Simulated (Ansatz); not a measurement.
The system is AgRh.

```
Ag Rh
1.0
     2.77759    0.00000    0.00000
    -1.38879    2.40546    0.00000
     0.00000    0.00000    4.80860
Ag Rh
1 1
Direct
  0.00000 0.00000 0.50000
  0.66667 0.33333 0.00000
```

The cell comes from a database or a generator and needn't be the stable form of this composition.

| Quantity | Value |
| --- | --- |
| Program | Ansatz 0.2.0 |
| Task | single point |
| Functional | PBEsol |
| Potentials or basis | all-electron LAPW, scalar-relativistic |
| Cutoff | 263 eV (chosen from the basis error) |
| Basis error allowed | 0.001 eV/atom |
| k mesh | 11 × 11 × 6 |
| Occupations | fermi-dirac, width 0.05 eV |
| Spin | no spin polarisation |

On this cell: pressure -10.6 GPa; largest force under 0.003 eV/Å; band gap on the k mesh none (metal or under the smearing width).

The same run follows on a disturbed copy (atoms moved at random, drawn with an rms of 0.05 Å):

```
CELL_PARAMETERS angstrom
2.77759 0.00000 0.00000
-1.38879 2.40546 0.00000
0.00000 0.00000 4.80860
ATOMIC_POSITIONS crystal
Ag 0.97271 0.99520 0.50345
Rh 0.67133 0.31452 0.99114
```

**Question.** What does the disturbed cell give?

**Answer.** The energy (extrapolated to zero smearing) moves by +8.5 meV/atom; pressure -10.2 GPa; largest force 0.387 eV/Å; band gap on the k mesh none (metal or under the smearing width).

Forces on the atoms (eV/Å):
```
Ag   0.104 -0.044 -0.371
Rh  -0.104  0.044  0.371
```

Stress tensor (GPa, compression positive):
```
-10.19  -0.51  -0.32
 -0.51 -10.54   0.13
 -0.32   0.13  -9.94
```
